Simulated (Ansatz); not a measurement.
# W6Br in Ansatz: reference runs

How does W6Br come out in PBE? The cell is run as given.

Everything below comes from runs of Ansatz 0.2.0. Logs are shortened: lines on timing, memory, paths and dates and some standing lists are left out, and cuts for length are marked.

## Step 1: The cell of the first run

The cell holds a slab with vacuum, 14 atoms: a = 5.533 Å, b = 5.533 Å, c = 22.518 Å, α = 90.00°, β = 90.00°, γ = 109.47°.

## Step 2: Single point, PBE

File input.yaml:

```yaml
crystal:
  lattice:
    - [5.5332095099, 0.0, 0.0]
    - [-1.84440317, 5.2167599549, 0.0]
    - [0.0, 0.0, 22.5178466464]
  atoms:
    - { symbol: W, position: [0.25, 0.25, 0.355273758] }
    - { symbol: W, position: [0.25, 0.75, 0.355273758] }
    - { symbol: W, position: [0.75, 0.25, 0.355273758] }
    - { symbol: W, position: [0.75, 0.75, 0.355273758] }
    - { symbol: W, position: [0.5, 0.5, 0.4555907803] }
    - { symbol: W, position: [0.5, 0.0, 0.4555907803] }
    - { symbol: W, position: [0.0, 0.5, 0.4555907803] }
    - { symbol: W, position: [0.0, 0.0, 0.4555907803] }
    - { symbol: W, position: [0.75, 0.75, 0.5559078025] }
    - { symbol: W, position: [0.75, 0.25, 0.5559078025] }
    - { symbol: W, position: [0.25, 0.75, 0.5559078025] }
    - { symbol: W, position: [0.25, 0.25, 0.5559078025] }
    - { symbol: Br, position: [1.0, 0.5, 0.7051227809] }
    - { symbol: Br, position: [1.2114620806, 0.9524492363, 0.7051227809] }
hamiltonian:
  xc: pbe
  pseudopotentials: { kind: paw }
kpoints:
  mp_grid: { grid: [5, 5, 1] }
scf:
  occupations: { method: fermi_dirac, width: 0.05 }
output:
  forces: true
  eigenvalues: true
efield:
  axis: 3
  dipole_correction: true
  ramp_width: 0.04
```

Potentials or basis: Ansatz PAW.

Command:

```console
$ ansatz run input.yaml --threads 4 --pin off --max-ram 11264MiB --backend cpu --events-out ev --progress --plain --runs-dir out
```

Standard output:

```text
Warning: RAYON_NUM_THREADS=4 ignored (pool sized by the plan → 4); use --threads N
Engine: ansatz 0.2.0, aarch64-unknown-linux-gnu
Pseudopotentials: kind: paw
Pseudopotential: W, paw, valence charge 14, recommended cutoff 420 eV (normal), W.paw.azcp
Pseudopotential: Br, paw, valence charge 7, recommended cutoff 420 eV (normal), Br.paw.azcp
Functional definition: PBE
  parameter kappa = 0.804
  parameter beta = 0.06672455060314922
  exchange = pbe_x(kappa = kappa, mu = beta*pi^2/3)
  correlation = pbe_c(beta = beta)
Crystal: 14 atoms, lattice volume = 649.987 Å³
Basis set: ecut = 420 eV, 12679 PW (Γ), exchange–correlation on 80×80×320 points (8 copies of the dense FFT grid, shifted against one another)
Bands: 110, of which v1, the nominal top of the filled ones, is band 91 counted from 1 (90 counted from 0)
Symmetry: 1 space group operations
Space group: P1 (ITA 1), of the structure as read, at distance tolerance 8.7e-5 Å
k-points: 13 of 25 (time reversal used)
Non-local potential: W, projectors of the file, l = 0: 3, l = 1: 2, l = 2: 2, l = 3: 1
Non-local potential: Br, projectors of the file, l = 0: 2, l = 1: 2, l = 2: 2
PAW form: soft (Blöchl's): semilocal exchange-correlation on the pseudo side does not see the compensation charge
PAW one-centre angular grid: W, 590 points (default); XC on 64 Gauss nodes
PAW one-centre angular grid: Br, 110 points (default); XC on 64 Gauss nodes
Initial density: superposition of atomic densities (neutral atoms: chi_scale 0, normalization atom), corrected by the library's trained network
Initial wavefunctions: pseudopotential atomic-orbital guess
Functional: x = pbe(κ = 0.804, μ = 0.2195149727645171), c = pbe(β = 0.06672455060314922)
SCF iter   1: F=—  HF=-130172.050121 eV  |F-HF|=—  |Δ(HF+E_count)|=         —  Δρ=9.11e-3  dr2=4.04e0  ethr=1.77e-3  p=0.021 e·Å  D=5.83e-3 V/Å  ΔV_dip=-0.13 eV  dr2_dipole=1.22e0  V_vac-E_F(+/−)=5.13/5.26 eV  ⟨swp⟩=9.5  Hψ=7198  notcnv=0  defer=2
efield: sawtooth ramp at fractional position 0.0102 (placed from the atoms, in the widest stretch of the axis that holds none; the zero of the levels goes with the place), width 0.0400; the density the first Hamiltonian is built on has a dipole p = 0.021 e·Å; the dipole correction subtracts the counter field D = 5.83e-3 V/Å, which shifts the + side's vacuum level by -0.13 eV against the − side's; the planar-averaged density in the ramp window peaks in size at 1.7e-5 e/Å³
[... 8 lines left out ...]
SCF iter   9: F=-130171.844224 eV  HF=-130171.844224 eV  |F-HF|=2.47e-8  |Δ(HF+E_count)|=   3.42e-9  Δρ=1.20e-6  dr2=1.66e-8  ethr=5.49e-11  p=-0.074 e·Å  D=-2.05e-2 V/Å  ΔV_dip=0.46 eV  dr2_dipole=1.10e-11  V_vac-E_F(+/−)=5.40/4.93 eV  ⟨swp⟩=18.2  Hψ=7065  notcnv=0
SCF 1 converged in 9 iterations: F = -130171.844224 eV  dr2 = 1.66e-8
SCF converged after 9 iterations
Free energy (F): -130171.844224 eV
Harris-Foulkes:  -130171.844224 eV  (|F-HF|=2.47e-8)
Internal energy: -130171.726598 eV  (E = F + TS)
E sigma→0 (E₀):  -130171.785411 eV
Entropy (-TS):   -0.117626 eV (-8.402 meV/atom)
Fermi energy:    3.905614 eV
Dipole field:    D = -0.020501 V/Å  (p = -0.073639 e·Å, saw-weighted, corrected)
Work function:   Φ+ = 5.3958 eV   Φ− = 4.9342 eV
Levels:          The Fermi level and band energies are counted from a zero that moves with the ramp; work functions are not
--- Per-component energies (eV) ---
  E_band       = -4108.855318
  E_kinetic    = 5615.857690
  E_local      = -172553.114633  (includes V_loc(G=0)·N_el)
  E_nonlocal   = 155.373137
  E_hartree    = 83617.830326
  E_xc         = -3704.882965
  E_vxc        = -3036.530302  (∫ρ·V_xc dr)
  E_paw        = -107242.380868  (= ΣΔE_a)
  E_vpaw       = -1521.446024  (= ΣTr[D̂ρ^β])
  E_aug_tail   = -0.000752  (compensation charges beyond the density's cutoff)
  E_efield     = 0.000755  (sawtooth field / dipole correction)
  E_vefield    = -4.654066  (∫n·V_field dr)
  E_ewald      = 63939.590712
  E_smearing   = -0.117626  (= −TS)
  E_closure    = 0.000000  (closes the sum)
  Σ components = -130171.844224   (vs F -130171.844224, Δ=0.00e0)
--- Forces (eV/Å), atoms counted from 1 ---
  atom   1  W      0.00298041    -0.02873405     0.74731473
  atom   2  W     -0.01386416     0.00626264     0.74032745
  atom   3  W      0.00747580     0.02949544     0.75116104
  atom   4  W      0.00348609    -0.00662982     0.77110654
  atom   5  W     -0.00809462     0.03978014     0.06814530
  atom   6  W     -0.01015904     0.01090578     0.12963671
  atom   7  W      0.02144221    -0.04900305     0.03978099
  atom   8  W     -0.03302545     0.00260051    -0.01973112
  atom   9  W     -0.05889048     0.02397036    -1.03458974
  atom  10  W      0.04966683     0.05888580    -0.62907283
  atom  11  W      0.03433807     0.02985304    -0.66137799
  atom  12  W     -0.02129474    -0.02596150    -0.58788683
  atom  13  Br    -0.02058375    -1.16047263    -0.09869579
  atom  14  Br     0.04652350     1.06904654    -0.21610491
  max |Σ_I F_I| component: 1.36e-5 eV/Å
--- Band table (eV; the first three rows and the last of 13) ---
  k-point 0: bands = ["-70.2400", "-70.1724", "-70.1707", "-70.1315", "-70.0347", "-70.0198", "-69.9784", "-69.9741", "-69.9674", "-69.9658", "-69.9259", "-69.9194", "-35.0251", "-35.0228", "-35.0166", "-34.8635", "-34.7630", "-34.7618", "-34.6210", "-34.6144", "-34.5815", "-34.5792", "-34.5762", "-34.5665", "-34.4418", "-34.3407", "-34.3386", "-34.3055", "-34.3050", "-34.2665", "-34.2349", "-34.2082", "-34.2078", "-34.1856", "-34.1683", "-34.0330", "-34.0029", "-34.0005", "-33.9851", "-33.9761", "-33.8265", "-33.7739", "-33.7534", "-33.7524", "-33.7175", "-33.7160", "-33.6366", "-33.6248", "-12.5970", "-10.1268", "-4.6492", "-2.6348", "-1.9492", "-1.7900", "-1.5840", "-1.5828", "-1.5085", "-1.2697", "-1.2544", "-0.9450", "-0.9102", "-0.2368", "-0.1853", "-0.1710", "-0.0614", "0.5538", "0.7544", "0.7813", "0.8589", "0.9459", "0.9486", "1.0517", "1.2057", "1.2944", "1.4284", "1.7708", "1.9103", "2.0592", "2.4395", "2.4655", "2.4921", "2.5486", "2.7524", "3.5498", "3.6307", "3.9034", "3.9263", "4.0278", "4.1920", "4.4567", "4.6698", "4.7870", "5.1631", "5.2652", "5.3115", "5.3601", "5.4060", "5.6779", "5.9348", "5.9575", "6.1061", "6.1069", "6.1362", "6.1381", "6.1485", "6.2318", "6.2806", "6.4130", "6.4497", "6.6768"]
  k-point 1: bands = ["-70.2335", "-70.1783", "-70.1676", "-70.1354", "-70.0295", "-70.0149", "-69.9829", "-69.9719", "-69.9705", "-69.9621", "-69.9299", "-69.9239", "-35.0011", "-34.9726", "-34.9511", "-34.8392", "-34.7414", "-34.7252", "-34.6318", "-34.6001", "-34.5681", "-34.5505", "-34.5319", "-34.5031", "-34.4664", "-34.3788", "-34.3591", "-34.3278", "-34.3019", "-34.2645", "-34.2348", "-34.1957", "-34.1839", "-34.1596", "-34.1436", "-34.0656", "-34.0471", "-34.0185", "-34.0103", "-33.9895", "-33.8488", "-33.8267", "-33.8175", "-33.7799", "-33.7479", "-33.7172", "-33.6749", "-33.6636", "-12.5658", "-10.1969", "-4.3176", "-2.3149", "-1.7301", "-1.6348", "-1.5780", "-1.2779", "-1.2471", "-1.1674", "-1.0271", "-0.7912", "-0.6830", "-0.2167", "-0.0661", "0.1391", "0.2120", "0.4192", "0.8854", "0.9075", "0.9221", "1.0537", "1.0642", "1.0969", "1.2811", "1.3540", "1.3979", "1.8910", "1.9498", "1.9981", "2.1386", "2.1935", "2.2396", "2.4931", "2.8265", "3.3060", "3.4315", "3.5090", "3.6143", "3.7294", "3.9765", "4.1402", "4.2245", "4.2828", "4.5502", "4.6623", "4.7872", "5.1891", "5.4793", "5.5701", "5.5929", "5.6210", "5.6773", "5.9698", "5.9912", "6.0674", "6.1705", "6.2181", "6.2686", "6.4403", "6.4989", "6.5364"]
  k-point 2: bands = ["-70.2165", "-70.1954", "-70.1577", "-70.1454", "-70.0168", "-70.0020", "-69.9949", "-69.9853", "-69.9612", "-69.9506", "-69.9392", "-69.9356", "-34.9443", "-34.9106", "-34.7762", "-34.7683", "-34.7094", "-34.6887", "-34.6306", "-34.6274", "-34.5724", "-34.5629", "-34.4600", "-34.4465", "-34.4001", "-34.3928", "-34.3324", "-34.3103", "-34.2765", "-34.2421", "-34.2290", "-34.2014", "-34.1738", "-34.1583", "-34.1381", "-34.1134", "-34.0945", "-34.0447", "-34.0250", "-33.9932", "-33.9860", "-33.9784", "-33.9356", "-33.9204", "-33.7346", "-33.7181", "-33.7130", "-33.7055", "-12.5121", "-10.3117", "-3.4397", "-2.3845", "-1.5798", "-1.3037", "-1.1081", "-0.7748", "-0.5924", "-0.5619", "-0.5453", "-0.4696", "-0.2609", "-0.2007", "0.0495", "0.1479", "0.4870", "0.9385", "0.9548", "0.9998", "1.0258", "1.0397", "1.0615", "1.1294", "1.3177", "1.4891", "1.6665", "1.7205", "1.8643", "2.0555", "2.0985", "2.1502", "2.3641", "2.4134", "2.6521", "2.7423", "2.7756", "2.9466", "2.9948", "3.0953", "3.1786", "3.6635", "3.7003", "3.8295", "4.0458", "4.2400", "4.2670", "4.6256", "4.8388", "4.8766", "5.2184", "5.4247", "5.5264", "5.5868", "5.6097", "5.7244", "5.7916", "5.8585", "5.9197", "5.9978", "6.0851", "6.1689"]
  k-point 12: bands = ["-70.2150", "-70.1864", "-70.1603", "-70.1533", "-70.0148", "-69.9984", "-69.9850", "-69.9793", "-69.9700", "-69.9548", "-69.9438", "-69.9399", "-34.9130", "-34.8344", "-34.8056", "-34.7903", "-34.6713", "-34.6664", "-34.6400", "-34.5512", "-34.5261", "-34.4932", "-34.4320", "-34.4151", "-34.3850", "-34.3480", "-34.3332", "-34.3305", "-34.2967", "-34.2770", "-34.2724", "-34.2258", "-34.1529", "-34.1414", "-34.1155", "-34.0972", "-34.0832", "-34.0753", "-34.0679", "-34.0179", "-33.9897", "-33.9582", "-33.9404", "-33.9329", "-33.8300", "-33.7948", "-33.7819", "-33.7667", "-12.5627", "-10.1956", "-3.4969", "-1.8161", "-1.6865", "-1.5329", "-1.2539", "-0.8395", "-0.7802", "-0.5915", "-0.4866", "-0.4200", "-0.3136", "-0.0844", "0.0916", "0.3270", "0.6473", "0.8264", "0.8940", "0.9651", "1.0373", "1.1746", "1.2331", "1.4677", "1.4961", "1.7671", "1.8344", "1.9169", "1.9852", "2.0007", "2.0526", "2.4439", "2.5157", "2.6141", "2.7732", "2.9075", "2.9620", "3.1147", "3.2977", "3.3647", "3.4643", "3.6179", "3.8632", "3.9271", "4.0128", "4.0399", "4.3161", "4.4809", "4.5844", "4.6500", "4.7258", "4.7791", "4.8456", "5.1579", "5.2113", "5.3453", "5.9053", "6.0407", "6.0658", "6.1578", "6.2072", "6.2143"]
```

It took 22 s on 4 threads of Arm Neoverse V2, shared host; peak memory 1.8 GiB.

Results:

| Property | Result |
| --- | --- |
| Free energy | -130171.8442 eV |
| Largest force | 1.165 eV/Å |
| Band gap on the k mesh | none (metal or under the smearing width) |
| Work function of the upper face | 5.40 eV |
| Work function of the lower face | 4.93 eV |
| Dipole across the slab | -0.074 e·Å |

Forces in eV/Å, atoms in the order of the input:
```
W    0.003 -0.029  0.747
W   -0.014  0.006  0.740
W    0.007  0.029  0.751
W    0.003 -0.007  0.771
W   -0.008  0.040  0.068
W   -0.010  0.011  0.130
W    0.021 -0.049  0.040
W   -0.033  0.003 -0.020
W   -0.059  0.024 -1.035
W    0.050  0.059 -0.629
W    0.034  0.030 -0.661
W   -0.021 -0.026 -0.588
Br  -0.021 -1.160 -0.099
Br   0.047  1.069 -0.216
```

Levels at points of the mesh, in eV from the Fermi level:
```csv
k point,band 89,band 90,band 91,band 92,band 93,band 94
"(0.00, 0.00, 0.00)",0.29,0.55,0.76,0.88,1.26,1.36
```

Caveat: the cell was measured hot, at 2171 K.
